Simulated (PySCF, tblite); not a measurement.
**C₂H₁₃FSi₅: geometry, infrared bands and NMR shifts**

Aim: predict the infrared bands and NMR shifts of C₂H₁₃FSi₅ (`FC[C@H]([SiH3])[SiH]1[SiH2][SiH2][SiH2]1`).

Programs: tblite 0.8.0 and PySCF 2.14.0, with density-fitted response routines of our own. Each step states its level of theory. These are calculated values for one molecule in the gas phase, unless marked as measured. Atoms are numbered from 0 throughout.

**1. The molecule as given**

21 atoms, charge 0, multiplicity 1; geometry from: force field or distance geometry start.

Bonds of the start (Å): F0–C1 1.35, C1–C2 1.53, C2–Si3 1.90, C2–Si4 1.84, Si4–Si5 2.29, Si5–Si6 2.29, Si6–Si7 2.29, Si7–Si4 2.30, C1–H8 1.11, C1–H9 1.10, C2–H10 1.10, Si3–H11 1.49, Si3–H12 1.46, Si3–H13 1.48, Si4–H14 1.50, Si5–H15 1.48, Si5–H16 1.48, Si6–H17 1.48, Si6–H18 1.48, Si7–H19 1.49, Si7–H20 1.49.

**2. Geometry optimisation with GFN2-xTB**

What the job is given:

```
{"job": {"kind": "relax", "xc": "GFN2-xTB", "basis": "xTB"}, "charge": 0, "multiplicity": 1}
F     -1.153300    -1.534200    -1.371900
C     -1.578700    -1.593700    -0.088900
C     -1.456500    -0.227400     0.579500
Si    -2.637000     1.051400    -0.178800
Si     0.194700     0.587500     0.603600
Si     1.320400     0.804500    -1.379900
Si     3.234400     0.327600    -0.210200
Si     1.900900    -0.798800     1.264500
H     -0.945300    -2.344900     0.428600
H     -2.607300    -1.975000    -0.073200
H     -1.784600    -0.352300     1.617600
H     -4.011000     0.472700    -0.181900
H     -2.253400     1.399200    -1.548000
H     -2.666100     2.275200     0.654900
H      0.214800     1.846600     1.410000
H      1.280100     2.183400    -1.927700
H      1.008300    -0.242800    -2.374100
H      3.854400     1.528100     0.401300
H      4.212800    -0.527600    -0.926400
H      1.620600    -2.210700     0.877300
H      2.242700    -0.651900     2.703100
```

On the command line:

```console
$ OMP_NUM_THREADS=1 python probes_run.py task.json out
```

One launch serves the whole session: the jobs run in the order shown.

**Question.** This job is followed by: GFN2-xTB harmonic vibrations, gas phase; GIAO PBE0/pcSseg-1 NMR shielding, non-relativistic, gas phase. What will the session give for the following? strongest single infrared mode (GFN2-xTB); zero-point energy (GFN2-xTB); ¹³C shifts against TMS (PBE0/pcSseg-1); ¹H shifts against TMS (PBE0/pcSseg-1, means over atoms taken as alike); ¹⁹F shifts against CFCl3 (PBE0/pcSseg-1); ²⁹Si shifts against TMS (PBE0/pcSseg-1); surface potential, 1st and 99th percentile.

As calculated:

| quantity | value |
| --- | --- |
| strongest single infrared mode (GFN2-xTB) | 611 cm⁻¹, 562 km/mol |
| zero-point energy (GFN2-xTB) | 80.0 kcal/mol |
| ¹³C shifts against TMS (PBE0/pcSseg-1) | 89.4, 12.0 ppm |
| ¹H shifts against TMS (PBE0/pcSseg-1, means over atoms taken as alike) | 5.27, 5.09, 4.96, 4.25, 4.23, 4.22, 4.21, 4.17, 4.16, 4.01, 0.49 ppm |
| ¹⁹F shifts against CFCl3 (PBE0/pcSseg-1) | -229.1 ppm |
| ²⁹Si shifts against TMS (PBE0/pcSseg-1) | -35.6, -69.8, -86.5, -96.0, -97.4 ppm |
| surface potential, 1st and 99th percentile | -0.87 V and 1.17 V |

**Reading.** The optimisation took 141 steps and gained 0.717 eV; among the close pairs (by a distance rule), C2–Si4 changed most, from 1.841 to 1.930 Å. All 57 modes are real, so the xTB geometry is a minimum. GFN2-xTB is a fitted tight-binding method: band positions and strengths are rough. Its intensities can rank the bands wrongly. By nearest atom (PBE0/pcSseg-1), the HOMO sits on Si4, Si7 about 23 % each; Si5, Si6 about 13 % each and the LUMO on Si4, Si7 about 13 % each; Si5, Si6 about 10 % each.
